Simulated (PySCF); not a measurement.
# C₄H₈FGa: a tour of settings, part 2 of 2

PySCF 2.14.0. Atoms count from 0.

## 6. Spin-spin couplings: PBE0/6-31G*

What the job is given:

```
{"job": {"kind": "j", "xc": "PBE0", "basis": "6-31G*", "scf": {"guess": "random", "max_cycle": 76}}, "charge": 0, "multiplicity": 1}
F      0.497228     3.458043     0.130537
Ga     0.245007     1.705640     0.064679
C     -1.468513     0.527123     0.054972
C     -0.795177    -0.807902     0.348649
C      0.538796    -0.970876    -0.420569
C      1.557296     0.095527    -0.034497
H     -2.204484     0.793346     0.813121
H     -1.962384     0.517105    -0.918593
H     -1.450853    -1.638770     0.079025
H     -0.579854    -0.881272     1.418690
H      0.930656    -1.970280    -0.218219
H      0.325340    -0.902960    -1.491569
H      2.019150    -0.126882     0.929575
H      2.347114     0.201685    -0.777966
```

Level: PBE0/6-31G* indirect spin-spin coupling, non-relativistic, gas phase.

What it wrote:

```text
start from random orthonormal orbitals
final grid: 112704 points
cycle   1  E = -2020.7592744990  dE = -1.131e+03  |g| = 9.378e+00  |ddm| = 1.338e+02
cycle   2  E = -1775.1104816545  dE =  2.456e+02  |g| = 1.856e+01  |ddm| = 5.876e+01
cycle   3  E = -1914.2803241623  dE = -1.392e+02  |g| = 1.429e+01  |ddm| = 3.900e+01
cycle   4  E = -2057.0724227081  dE = -1.428e+02  |g| = 9.670e+00  |ddm| = 2.341e+01
cycle   5  E = -2178.8452447464  dE = -1.218e+02  |g| = 3.842e+00  |ddm| = 3.511e+01
cycle   6  E = -2180.3204766777  dE = -1.475e+00  |g| = 2.375e+00  |ddm| = 3.752e+00
cycle   7  E = -2181.0644417779  dE = -7.440e-01  |g| = 7.501e-01  |ddm| = 1.695e+00
cycle   8  E = -2181.1335086248  dE = -6.907e-02  |g| = 2.792e-01  |ddm| = 5.869e-01
cycle   9  E = -2181.1415243949  dE = -8.016e-03  |g| = 2.085e-01  |ddm| = 1.773e-01
cycle  10  E = -2181.1467297567  dE = -5.205e-03  |g| = 4.651e-02  |ddm| = 1.936e-01
cycle  11  E = -2181.1470039752  dE = -2.742e-04  |g| = 1.508e-02  |ddm| = 4.026e-02
cycle  12  E = -2181.1470417445  dE = -3.777e-05  |g| = 2.460e-03  |ddm| = 1.314e-02
cycle  13  E = -2181.1470431411  dE = -1.397e-06  |g| = 9.755e-04  |ddm| = 3.378e-03
cycle  14  E = -2181.1470433839  dE = -2.428e-07  |g| = 2.276e-04  |ddm| = 1.137e-03
cycle  15  E = -2181.1470433967  dE = -1.275e-08  |g| = 8.061e-05  |ddm| = 2.970e-04
cycle  16  E = -2181.1470433983  dE = -1.642e-09  |g| = 9.335e-06  |ddm| = 8.737e-05
cycle  17  E = -2181.1470433983  dE = -1.410e-11  |g| = 4.401e-06  |ddm| = 1.605e-05
converged SCF energy = -2181.1470433983

Indirect spin-spin couplings (Hz)
  i      j    bonds     total        FC       PSO       DSO        SD
  0 F    2 C    2     10.292    11.755    -4.662    -0.660     3.859
  0 F    3 C    3      4.077     5.170    -0.412    -0.642    -0.038
  0 F    4 C    3      4.082     5.176    -0.414    -0.641    -0.039
  0 F    5 C    2     10.253    11.728    -4.667    -0.660     3.852
  0 F    6 H    3     -4.273    -2.423    -0.538    -1.310    -0.002
  0 F    7 H    3     -2.628    -1.168     0.028    -1.712     0.224
  0 F    8 H    4      9.228    10.857     0.360    -1.978    -0.010
  0 F    9 H    4     -2.564    -0.311     0.005    -1.942    -0.317
  0 F   10 H    4      9.176    10.803     0.361    -1.978    -0.010
  0 F   11 H    4     -2.561    -0.317     0.007    -1.936    -0.315
  0 F   12 H    3     -2.617    -1.155     0.026    -1.714     0.227
  0 F   13 H    3     -4.273    -2.420    -0.541    -1.306    -0.006
  2 C    3 C    1     47.433    47.712    -0.550     0.271         -
  2 C    4 C    2     -1.647    -1.631    -0.073     0.057         -
  2 C    5 C    2     17.029    17.203    -0.160    -0.014         -
  2 C    6 H    1    152.975   150.930     0.950     1.095         -
  2 C    7 H    1    149.729   147.617     0.986     1.126         -
  2 C    8 H    2     -4.487    -4.630     0.156    -0.013         -
  2 C    9 H    2     -2.436    -2.600     0.087     0.078         -
  2 C   10 H    3      5.618     5.709     0.256    -0.347         -
  2 C   11 H    3      2.864     2.612     0.058     0.194         -
  2 C   12 H    3     -1.508    -1.356     0.113    -0.265         -
  2 C   13 H    3      0.243     0.503     0.142    -0.402         -
  3 C    4 C    1     44.816    44.668    -0.111     0.258         -
  3 C    5 C    2     -1.638    -1.622    -0.074     0.057         -
  3 C    6 H    2     -1.940    -2.021     0.097    -0.016         -
  3 C    7 H    2     -2.624    -2.697     0.060     0.013         -
  3 C    8 H    1    146.793   145.047     0.733     1.013         -
  3 C    9 H    1    144.295   142.436     0.748     1.110         -
  3 C   10 H    2     -2.763    -2.853     0.084     0.006         -
  3 C   11 H    2     -3.698    -3.886     0.121     0.067         -
  3 C   12 H    3      0.594     0.488     0.067     0.039         -
  3 C   13 H    3      9.415     9.534     0.242    -0.361         -
  4 C    5 C    1     47.443    47.720    -0.549     0.271         -
  4 C    6 H    3      9.444     9.562     0.242    -0.361         -
  4 C    7 H    3      0.607     0.501     0.067     0.040         -
  4 C    8 H    2     -2.748    -2.838     0.085     0.005         -
  4 C    9 H    2     -3.730    -3.920     0.120     0.069         -
  4 C   10 H    1    146.765   145.018     0.734     1.012         -
  4 C   11 H    1    144.338   142.482     0.748     1.108         -
  4 C   12 H    2     -2.623    -2.696     0.060     0.013         -
  4 C   13 H    2     -1.926    -2.007     0.098    -0.017         -
  5 C    6 H    3      0.240     0.500     0.142    -0.402         -
  5 C    7 H    3     -1.507    -1.355     0.112    -0.264         -
  5 C    8 H    3      5.624     5.715     0.256    -0.347         -
  5 C    9 H    3      2.874     2.620     0.057     0.197         -
  5 C   10 H    2     -4.506    -4.648     0.155    -0.012         -
  5 C   11 H    2     -2.415    -2.579     0.087     0.077         -
  5 C   12 H    1    149.680   147.567     0.988     1.125         -
  5 C   13 H    1    152.885   150.839     0.951     1.095         -
  6 H    7 H    2    -16.300   -16.139     1.446    -1.607         -
  6 H    8 H    3      0.709     0.938     0.449    -0.678         -
  6 H    9 H    3      6.385     6.048    -0.198     0.536         -
  6 H   10 H    4      0.585     1.136     1.067    -1.618         -
  6 H   11 H    4     -0.861    -0.325     0.983    -1.520         -
  6 H   12 H    4     -0.233     0.426     0.525    -1.185         -
  6 H   13 H    4     -1.283    -0.139     0.897    -2.041         -
  7 H    8 H    3      7.506     7.346    -0.142     0.302         -
  7 H    9 H    3     12.492    13.297     1.526    -2.331         -
  7 H   10 H    4     -0.781    -0.367     0.883    -1.298         -
  7 H   11 H    4      0.421    -0.284    -0.662     1.367         -
  7 H   12 H    4     -1.345    -0.431     0.894    -1.807         -
  7 H   13 H    4     -0.232     0.427     0.524    -1.183         -
  8 H    9 H    2    -15.530   -14.998     1.193    -1.725         -
  8 H   10 H    3      3.379     3.378    -0.110     0.111         -
  8 H   11 H    3      2.951     2.913     0.027     0.011         -
  8 H   12 H    4     -0.787    -0.372     0.882    -1.297         -
  8 H   13 H    4      0.592     1.144     1.067    -1.619         -
  9 H   10 H    3      2.968     2.926     0.021     0.021         -
  9 H   11 H    3     11.599    12.406     1.586    -2.393         -
  9 H   12 H    4      0.413    -0.295    -0.665     1.374         -
  9 H   13 H    4     -0.856    -0.321     0.983    -1.519         -
 10 H   11 H    2    -15.542   -15.011     1.192    -1.724         -
 10 H   12 H    3      7.556     7.393    -0.146     0.308         -
 10 H   13 H    3      0.690     0.922     0.452    -0.684         -
 11 H   12 H    3     12.444    13.248     1.523    -2.327         -
 11 H   13 H    3      6.385     6.048    -0.197     0.534         -
 12 H   13 H    2    -16.361   -16.204     1.441    -1.598         -
```

Run time: 17 s. Hardware: 1 thread of Arm Neoverse V2, shared host; peak memory 0.73 GiB.

Despite a poor start guess, the SCF converged in 17 cycles.

The basis is not made for couplings: without tight functions at the nuclei these values are rough.

A choice of the couplings up to four bonds, sorted by the number of bonds, with means over like pairs; isotopes 13C, 19F, 1H:

```tsv
pair	bonds	J (Hz)	Fermi contact (Hz)	dihedral (°)
C2–H6	1	151.3	149.2	–
C3–H8	1	145.5	143.7	–
C2–C3	1	47.4	47.7	–
C3–C4	1	44.8	44.7	–
C2–C5	2	17.0	17.2	–
H6–H7	2	-16.3	-16.2	–
H8–H9	2	-15.5	-15.0	–
F0–C2	2	10.3	11.7	–
C2–H8	2	-3.5	-3.6	–
C3–H10	2	-3.2	-3.4	–
C3–H6	2	-2.3	-2.4	–
C2–C4	2	-1.6	-1.6	–
H8–H10	3	7.5	7.9	–
H6–H9	3	7.0	6.7	-41
H6–H8	3	6.6	7.1	–
C3–H12	3	5.0	5.0	–
C2–H10	3	4.2	4.2	–
F0–C3	3	4.1	5.2	-166
F0–H6	3	-3.4	-1.8	–
H8–H11	3	3.0	2.9	63
F0–H8	4	3.3	5.3	–
H6–H13	4	-1.3	-0.3	–
```

Where two rows join the same classes of atoms, they are the two kinds of pair (J and J′ of an AA′XX′ pattern), each a mean over its own pairs alone.

The spin-dipole term was solved for some atoms only; pairs without it lack that part.

The response was solved for the nuclei of C, F, H alone, so couplings that need other nuclei can be missing.

Quadrupole couplings from the field gradients of the same density:

```tsv
atom	isotope	eQq/h (MHz)	η
Ga1	69Ga	92.1	0.18
```

Shifts (PBE0/pcSseg-1, unscaled) and these couplings together give the proton spectrum at 400 MHz below. Couplings to quadrupolar nuclei are left out.

1H NMR δ 1.74 (td, J = 6.8, 3.3 Hz, 4H), 0.74 (td, J = 6.8, 3.4 Hz, 4H).

## 7. Run by run: NMR shifts

Shifts (ppm), means over like atoms, with basis size and wall time:

```tsv
run	C3	C2	H8	H6	F0	functions	time
PBE0/pcSseg-1	29.9	14.7	1.74	0.74	-113.0	166	21 s
BP86/6-31G*	29.6	19.9	1.94	0.94	-51.2	118	18 s
B97-2/def2-SVPD	27.9	13.3	1.80	0.78	-114.1	205	22 s
```

## 8. Outcome

This closing draws on all 2 parts.

| quantity | value |
| --- | --- |
| 13C shifts against TMS (PBE0/pcSseg-1, means over atoms taken as alike) | 29.9, 14.7 ppm |
| 1H shifts against TMS (PBE0/pcSseg-1, means over atoms taken as alike) | 1.74, 0.74 ppm |
| 19F shifts against CFCl3 (PBE0/pcSseg-1) | -113.0 ppm |
| shieldings of Ga (PBE0/pcSseg-1) | Ga1 1281.0 ppm |
| surface potential, 1st and 99th percentile | -1.57 V and 2.58 V |
| lowest singlet (PBE0/def2-SVPD) | 4.60 eV (269 nm), f = 0.000 |
| brightest single state of those computed | state 2, 5.42 eV, f = 0.052 |
| lowest triplet | 4.29 eV |
| largest coupling of the table (PBE0/6-31G*) | 1J(C,H) C2–H6, 151.3 Hz |
| range of the shift of F0 | -114.1 to -51.2 ppm |

**Reading.** Single values in the summary come from the first run of each kind that ended normally (PBE0/pcSseg-1; PBE0/def2-SVPD; PBE0/6-31G*), which need not be the best level. At PBE0/pcSseg-1: Shielding is most anisotropic at Ga1 (span 519 ppm, paramagnetic term -1357 ppm). By nearest atom (PBE0/pcSseg-1), the HOMO sits on C2, C5 about 24 % each; Ga1 17 % and the LUMO on Ga1 58 %; F0 12 %. The lowest singlet, at 4.60 eV, is HOMO→LUMO 1.00 and is dark; of the 6 states computed, the strongest absorption comes from state 2 at 5.42 eV. The lowest triplet lies 0.31 eV below the lowest singlet (triplets in Tamm-Dancoff, singlets in full TDDFT). In the run at PBE0/6-31G*, the largest coupling of the table is C2–H6 (mean over like pairs), 151.3 Hz, of which the Fermi-contact term gives 149.2 Hz. Couplings across rotatable bonds belong to this one conformer; where others are populated, the observed values are averages. Among the atoms with a shift in every run: In ppm, F0 moves most: its shift spreads over 62.9 ppm, from -114.1 (B97-2/def2-SVPD) to -51.2 (BP86/6-31G*). Spin-orbit coupling is left out, which matters for shieldings and couplings at and beside the heavy atoms. Couplings from bases without tight functions are rough.
